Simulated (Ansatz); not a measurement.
# TiO2: the cost of one run

Computed with Ansatz 0.2.0 (DFT r2SCAN, scalar-relativistic, plane waves, PAW, unless a step's input says otherwise).

### 1 The structure to begin with

The structure is tetragonal, space group P4_2/mnm (No. 136). The conventional cell has a = 4.600 Å, b = 4.600 Å, c = 2.960 Å, α = 90.00°, β = 90.00°, γ = 90.00°. Ti (site symmetry mmm) has 6 O at 1.95 to 1.98 Å as nearest neighbours. O (site symmetry m2m) has 3 Ti at 1.95 to 1.98 Å as nearest neighbours.

As a file:

```
Ti O
1.0
     4.60000    0.00000    0.00000
     0.00000    4.60000    0.00000
     0.00000    0.00000    2.96000
Ti O
2 4
Cartesian
  0.0000 0.0000 0.0000
  2.3000 2.3000 1.4800
  1.4030 1.4030 0.0000
  -1.4030 -1.4030 0.0000
  3.7030 0.8970 1.4800
  0.8970 3.7030 1.4800
```

### 2 Relaxing cell and atoms: TiO2, no spin

The input, input.yaml:

```yaml
crystal:
  lattice:
    - [4.6, 0.0, 0.0]
    - [0.0, 4.6, 0.0]
    - [0.0, 0.0, 2.96]
  atoms:
    - { symbol: Ti, position: [0.0, 0.0, 0.0] }
    - { symbol: Ti, position: [0.5, 0.5, 0.5] }
    - { symbol: O, position: [0.305, 0.305, 0.0] }
    - { symbol: O, position: [-0.305, -0.305, 0.0] }
    - { symbol: O, position: [0.805, 0.195, 0.5] }
    - { symbol: O, position: [0.195, 0.805, 0.5] }
scf:
  occupations: { method: gaussian, width: 0.02 }
output:
  forces: true
  stress: true
  eigenvalues: true
hamiltonian:
  xc: r2scan
kpoints:
  mp_grid: { grid: [6, 6, 8] }
relax:
  f_tol: 0.01
  max_steps: 60
  cell: { stress_tol: 0.05 }
```

Launch:

```bash
> ansatz run input.yaml --threads 3 --pin off --max-ram 8192MiB --backend cpu --events-out ev --progress --plain --runs-dir out
```

Q: Estimate wall time and peak memory on 3 threads of Intel Xeon 6975P-C (Granite Rapids), shared host.

About 11 s, with a peak of 0.58 GiB.
